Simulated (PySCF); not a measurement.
**C2H3FGe (SMILES C#[C][GeH2][F]): MP2/6-31G(d) (spherical functions)**

What is the vertical singlet–triplet gap of C2H3FGe at MP2/6-31G* (spherical functions)? 

Program for the calculation: PySCF 2.14.0.

## (1) The system as given

The species is C2H3FGe (7 atoms), meant as a singlet with charge 0. SMILES: `C#[C][GeH2][F]`. Geometry: relaxed at PBE0-D4/def2-TZVP.

Bond lengths: C1–C2 1.205 Å, C2–Ge3 1.891 Å, Ge3–F4 1.737 Å, C1–H5 1.066 Å, Ge3–H6 1.530 Å, Ge3–H7 1.530 Å. Angles: C1–C2–Ge3 178.5°, C2–Ge3–F4 106.8°, C2–C1–H5 179.5°, C2–Ge3–H6 111.0°, C2–Ge3–H7 111.0°, F4–Ge3–H6 106.5°, F4–Ge3–H7 106.5°, H6–Ge3–H7 114.4°.

## (2) The energy at MP2/6-31G(d) (spherical functions)

The input, calc.py:

```python
from pyscf import gto, mp

molecule = gto.M(
    atom='''
C        1.589600      -1.011400       0.749400
C        0.653200      -0.399300       0.302800
Ge      -0.795200       0.603200      -0.384600
F       -1.928600      -0.538300      -1.040400
H        2.414700      -1.560800       1.142300
H       -1.525800       1.349500       0.733200
H       -0.346600       1.489200      -1.548300
''',
    verbose=3,
    charge=0,
    basis='6-31g*',
    max_memory=1860,
)

mf = molecule.RHF()
mf.conv_tol = 1e-10
mf.kernel()
if not mf.converged:
    mf = mf.newton().run(mf.mo_coeff, mf.mo_occ)

pt = mp.MP2(mf, frozen=12).run()
etot = pt.e_tot
print('Final energy', etot)
```

Command:

```bash
$ OMP_NUM_THREADS=1 python calc.py
```

The log of the run:

```text
converged SCF energy = -2251.95970594844
E(RMP2) = -2252.62154073765  E_corr = -0.661834789204768
E(SCS-RMP2) = -2252.5908359416  E_corr = -0.631129993153059
Final energy -2252.621540737649
```

Wall time 2.4 s (1 thread of Arm Neoverse V1, shared host); peak memory 0.18 GiB.

## (3) The triplet at the same level

The input, input.py:

```python
from pyscf import gto, mp

system = gto.Mole()
system.atom = [
    ('C', (1.589600, -1.011400, 0.749400)),
    ('C', (0.653200, -0.399300, 0.302800)),
    ('Ge', (-0.795200, 0.603200, -0.384600)),
    ('F', (-1.928600, -0.538300, -1.040400)),
    ('H', (2.414700, -1.560800, 1.142300)),
    ('H', (-1.525800, 1.349500, 0.733200)),
    ('H', (-0.346600, 1.489200, -1.548300)),
]
system.max_memory = 1860
system.verbose = 3
system.spin = 2
system.basis = '6-31g*'
system.charge = 0
system.build()

myscf = system.UHF()
myscf.conv_tol = 1e-10
myscf.kernel()
if not myscf.converged:
    myscf = myscf.newton().run(myscf.mo_coeff, myscf.mo_occ)

pt = mp.MP2(myscf, frozen=12).run()
energy = pt.e_tot
print('Final energy', energy)
```

Command:

```bash
$ OMP_NUM_THREADS=1 python input.py
```

The log of the run:

```text
WARN: HOMO 0.0177369408088293 >= LUMO -0.301564476947899

WARN: HOMO -0.164941300170006 >= LUMO -0.164356187113743

converged SCF energy = -2251.7698170456  <S^2> = 2.0181228  2S+1 = 3.0120576
E(UMP2) = -2252.38072851764  E_corr = -0.610911472046714
E(SCS-UMP2) = -2252.35122553671  E_corr = -0.581408491116527
Final energy -2252.3807285176445
```

Run time: 4.2 s. Hardware: 1 thread of Arm Neoverse V1, shared host; peak memory 0.19 GiB.

## (4) What came out

At MP2/6-31G* (spherical functions), 12 core orbitals frozen:

| quantity | value |
| --- | --- |
| singlet: total energy | -2252.62154 Eh |
| singlet: dipole moment (Hartree–Fock density) | 2.60 D |
| singlet: HOMO energy (Hartree–Fock orbitals) | -11.09 eV |
| singlet: LUMO energy (Hartree–Fock orbitals) | 2.85 eV |
| singlet: HOMO–LUMO gap (Hartree–Fock orbitals) | 13.94 eV |
| singlet: correlation energy (12 core orbitals frozen) | -661.8 mEh |
| triplet: total energy | -2252.38073 Eh |
| triplet: dipole moment (Hartree–Fock density) | 3.34 D |
| triplet: HOMO energy (Hartree–Fock orbitals) (highest over α and β) | -5.42 eV |
| triplet: LUMO energy (Hartree–Fock orbitals) (lowest over α and β) | -0.58 eV |
| triplet: correlation energy (12 core orbitals frozen) | -610.9 mEh |
| triplet: ⟨S²⟩ of the reference determinant | 2.018 |
| vertical energy of the triplet above the singlet | 6.553 eV |

**Reading.** At this shape the triplet lies 6.55 eV (632 kJ/mol) above the singlet.
